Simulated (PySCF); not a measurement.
# RuSF₂: relaxation and vibrations of the singlet

Where does singlet RuSF₂ go from a T-shaped (ligand arrangement 2) start, is the end point a minimum, and what are its modes, charges and moments?

The runs use PySCF 2.14.0; PBE0, basis Ru def2-SVP with ECP28, S def2-SVP, F def2-SVP, scalar-relativistic core potentials, no spin–orbit coupling, density fitting.

## Step 1: The system as given

4 atoms, charge 0, spin multiplicity 1.

Bond lengths: Ru1–S2 2.080 Å, Ru1–F3 1.890 Å, Ru1–F4 1.890 Å. Angles: S2–Ru1–F3 88.0°, S2–Ru1–F4 88.0°, F3–Ru1–F4 176.0°.

```xyz
4
charge 0 multiplicity 1
Ru    0.0000    0.0000   -0.4015
S     0.0000    0.0000    1.6785
F     1.8888    0.0000   -0.3355
F    -1.8888    0.0000   -0.3355
```

## Step 2: Relaxing the singlet from the T-shaped (ligand arrangement 2) start

The steps below are one call of a driver around PySCF. For each, scf.py gives the equivalent set-up of the SCF; relaxations use the driver's own optimiser. Before each start the driver seeks the lowest SCF state from one or more starting densities and follows internal instabilities, so scf.py alone need not reach the same state.

The program finds C2v symmetry in the start, which this walk keeps. Threshold on the gradient: 0.0003 Eh/bohr, with a further test on the energy change.

The input, scf.py:

```python
from pyscf import gto, scf, dft
mol = gto.M(atom='''
Ru     0.000000     0.000000    -0.401515
S      0.000000     0.000000     1.678485
F      1.888800    -0.000000    -0.335515
F     -1.888800     0.000000    -0.335515''',
    basis={'Ru': 'def2-SVP', 'S': 'def2-SVP', 'F': 'def2-SVP'},
    ecp={'Ru': 'def2-SVP'},
    charge=0, spin=0)
mf = dft.RKS(mol, xc='PBE0')
mf.grids.atom_grid = (50, 194)
aux = {'Ru': 'def2-universal-JKFIT', 'S': 'def2-universal-JKFIT', 'F': 'def2-universal-JKFIT'}
mf = mf.density_fit(auxbasis=aux)
mf.kernel()
```

Energy and gradient, step by step:

```tsv
step	energy (Eh)	change (kJ/mol)	largest symmetric gradient (Eh/bohr)
0	-692.057660	0.00	0.09530
1	-692.087981	-79.61	0.05100
2	-692.109388	-135.81	0.05414
3	-692.120413	-164.76	0.02607
4	-692.128550	-186.12	0.00749
5	-692.129647	-189.00	0.01334
6	-692.130294	-190.70	0.00139
7	-692.130298	-190.71	0.00030
8	-692.130297	-190.71	0.00004
```

The walk took 8.3 s on 4 threads, shared host.

End point (C2v, 8 steps, 190.7 kJ/mol gained): Ru–F 1.826 Å (×2), Ru–S 1.999 Å; F–Ru–F 117.4°, F–Ru–S 121.3° (×2).

## Step 3: Is it a minimum? Harmonic modes

On the finer grid the gradient is checked again; gradients at displacements of ±0.01 bohr then give force constants and infrared intensities.

scf.py: that of step 2 with these lines changed.

```diff
@@ -3,4 +3,4 @@
-Ru     0.000000     0.000000    -0.401515
-S      0.000000     0.000000     1.678485
-F      1.888800    -0.000000    -0.335515
-F     -1.888800     0.000000    -0.335515''',
+Ru     0.000000     0.000000    -0.161733
+S     -0.000000    -0.000000     1.837335
+F      1.560051    -0.000000    -1.111177
+F     -1.560051     0.000000    -1.111177''',
@@ -11 +11 @@
-mf.grids.atom_grid = (50, 194)
+mf.grids.atom_grid = (75, 302)
```

The driver hands on the density of the step before, so the log starts near convergence.

SCF at the final geometry:

```text
init E= -692.130378208952
  HOMO = -0.2796428159208  LUMO = -0.179830062064989  gap/eV = 2.71604
cycle= 1 E= -692.13037820672  delta_E= 2.23e-09  |g|= 9.61e-05  |ddm|= 0.000101
  HOMO = -0.27961114292635  LUMO = -0.179818614324081  gap/eV = 2.71549
cycle= 2 E= -692.130378163819  delta_E= 4.29e-08  |g|= 0.000421  |ddm|= 0.000427
  HOMO = -0.279637345651377  LUMO = -0.179828962176222  gap/eV = 2.71592
cycle= 3 E= -692.130378209046  delta_E= -4.52e-08  |g|= 1.42e-05  |ddm|= 0.000347
  HOMO = -0.279637102757539  LUMO = -0.179828378382407  gap/eV = 2.71593
cycle= 4 E= -692.130378209087  delta_E= -4.05e-11  |g|= 9.58e-07  |ddm|= 1.01e-05
  HOMO = -0.279636766903087  LUMO = -0.179828233450132  gap/eV = 2.71593
Extra cycle  E= -692.130378209089  delta_E= -2.73e-12  |g|= 2.45e-06  |ddm|= 3.23e-06
converged SCF energy = -692.130378209089
```

The whole step took 16 s.

Geometry: C2v; Ru–F 1.826 Å (×2), Ru–S 1.999 Å; F–Ru–F 117.4°, F–Ru–S 121.3° (×2).

Modes, for the most abundant isotopes:

| symmetry | ω (cm⁻¹) | IR (km/mol) | μ (u) |
| --- | --- | --- | --- |
| b2 | 113 | 2.9 | 27.61 |
| b1 | 146 | 3.8 | 30.14 |
| a1 | 162 | 3.6 | 21.06 |
| a1 | 603 | 12.0 | 32.11 |
| b2 | 671 | 138 | 22.78 |
| a1 | 687 | 124 | 22.49 |

All wavenumbers are real: a minimum.

Constants and moments:

* Dipole moment: 2.13 D
* Highest occupied level: -7.61 eV
* Lowest empty level: -4.89 eV
* Rotational constants: 0.1823, 0.107, 0.06743 cm⁻¹
* Zero-point energy: 14.2 kJ/mol
* Principal polarisabilities: 33.7, 40.3, 65.8 bohr³
* Atomisation energy without zero-point energy: 1113 kJ/mol
* Principal traceless quadrupole moments about the centre of mass: -5.99, 1.52, 4.47 D Å
* Entropy at 298.15 K and 1 bar: 318.7 J/(mol K)
* Heat capacity Cp at 298.15 K: 68.8 J/(mol K)
* Enthalpy at 298.15 K above 0 K: 16.18 kJ/mol
* Rotational symmetry number: 2

Charges (e) and bond orders:

```csv
atom,Mulliken,Löwdin,polar tensor,Mayer order to Ru1
Ru1,0.65,-0.21,1.46,–
S2,0.04,0.47,-0.30,2.52
"F3,4",-0.35,-0.13,-0.58,0.93
```

Outer orbital energies (eV). occupied: -12.70, -12.37, -11.90, -11.16, -10.43, -9.79, -7.64, -7.61; empty: -4.89, -3.66, -3.61, 0.35.

Mulliken populations on Ru1 (outside its core potential): s 2.51, p 6.40, d 6.43, f 0.02.

## Step 4: Would spin polarisation lower it?

At the lowest minimum the closed shell is tested against spin polarisation, on the (50, 194) grid. It is unstable: an open-shell solution lies lower. That solution was not followed to a minimum here.

## Step 5: What came out

```
                            quantity                                                               value
                             minimum     singlet, C2v (closed shell, unstable towards spin polarisation)
                            geometry  Ru–F 1.826 Å (×2), Ru–S 1.999 Å; F–Ru–F 117.4°, F–Ru–S 121.3° (×2)
                  wavenumbers (cm⁻¹)          113 (b2), 146 (b1), 162 (a1), 603 (a1), 671 (b2), 687 (a1)
                       dipole moment                                                              2.13 D
highest occupied, lowest empty level                                                     -7.61, -4.89 eV
          polar-tensor charge of Ru1                                                             +1.46 e
                   zero-point energy                                                         14.2 kJ/mol
```

In words: The T-shaped (ligand arrangement 2) start keeps its C2v symmetry and ends in a minimum. In the infrared the band at 671 cm⁻¹ (b2, stretch) leads. Only this shape and spin were tried, so other structures or states may lie lower. The closed shell proved unstable towards spin polarisation, so a lower open-shell solution exists.

The search up to here took 30 s.
